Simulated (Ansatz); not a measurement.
This script makes an atomisation energy of C₂H₆SSi, SMILES S[SiH]1CC1 with the Ansatz DFT code, driven from Python.

`tae_c2h6ssi.py`:
```python
"""Atomisation energy of C2H6SSi at the given geometry."""

from collections import Counter

import ansatz as az

BASIS_SET = "aug-cc-pVDZ"
FUNCTIONAL = "CAM-B3LYP"


def total_energy(molecule, charge=0, unpaired=0):
    calc = (
        molecule.calculation()
        .basis(gaussian=BASIS_SET)
        .functional(FUNCTIONAL)
    )
    if charge:
        calc = calc.charge(charge)
    if unpaired:
        calc = calc.spin("collinear", total=unpaired)
    report = calc.run(threads=1, backend="cpu").report
    if report["published_state_doubts"]:
        print("  doubts:", report["published_state_doubts"])
    return report["free_energy_ev"]

GEOMETRY = """
S    -0.91890    1.02130   -1.82850
Si   -0.80030    0.18110    0.07590
C     0.35560   -1.18920    0.19630
C     1.13350    0.11990    0.46580
H    -2.21680    1.51550   -1.71790
H    -1.40190    0.91870    1.21880
H     0.27600   -1.86360    1.05060
H     0.66660   -1.69480   -0.71660
H     1.69660    0.55340   -0.25330
H     1.29260    0.38660    1.51190
"""

geometry = az.Crystal.molecule()
for line in GEOMETRY.strip().splitlines():
    symbol, *xyz = line.split()
    geometry = geometry.atom(symbol, [float(v) for v in xyz])

# Hund ground states
unpaired = {"S": 2, "Si": 2, "C": 2, "H": 1}
counts = Counter(site.symbol for site in geometry.cartesian_sites)
atom_energy = {s: total_energy(az.Crystal.molecule().atom(s, (0, 0, 0)), 0, unpaired[s]) for s in counts}
whole = total_energy(geometry, 0, 0)
for s, e in atom_energy.items():
    print(f"{s:2s} x{counts[s]}  {e:14.5f} eV")
print(f"C2H6SSi: {whole:.5f} eV")
split = sum(counts[s] * e for s, e in atom_energy.items()) - whole
print(f"atomisation energy (no zero-point term): {23.060548 * split:.1f} kcal/mol, {split / sum(counts.values()):.3f} eV an atom")
```

What does it cost to take this molecule apart into atoms?

804.2 kcal/mol from the electronic energies, without the zero-point term.

The run itself:

`python tae_c2h6ssi.py` gives:
```text
S  x1    -10833.45698 eV
Si x1     -7874.28055 eV
C  x2     -1029.45098 eV
H  x6       -13.55985 eV
C2H6SSi: -20882.87041 eV
atomisation energy (no zero-point term): 804.2 kcal/mol, 3.487 eV an atom
```

Caveats:
- Total energies depend on the basis set; only differences at equal settings carry meaning.
- The geometry is a force-field or estimated start, not a minimum of this method, and the basis set is short of its limit. All parts are taken at fixed geometry, without zero-point energy.
- For Al to Cl the sets with a tight d function, cc-pV(X+d)Z, are usual.
- Run time: 10 s on 1 thread of Arm Neoverse V1, with other jobs on the host, peak memory 0.44 GiB.

(Lines on the test bed's own set-up are left out of the output.)
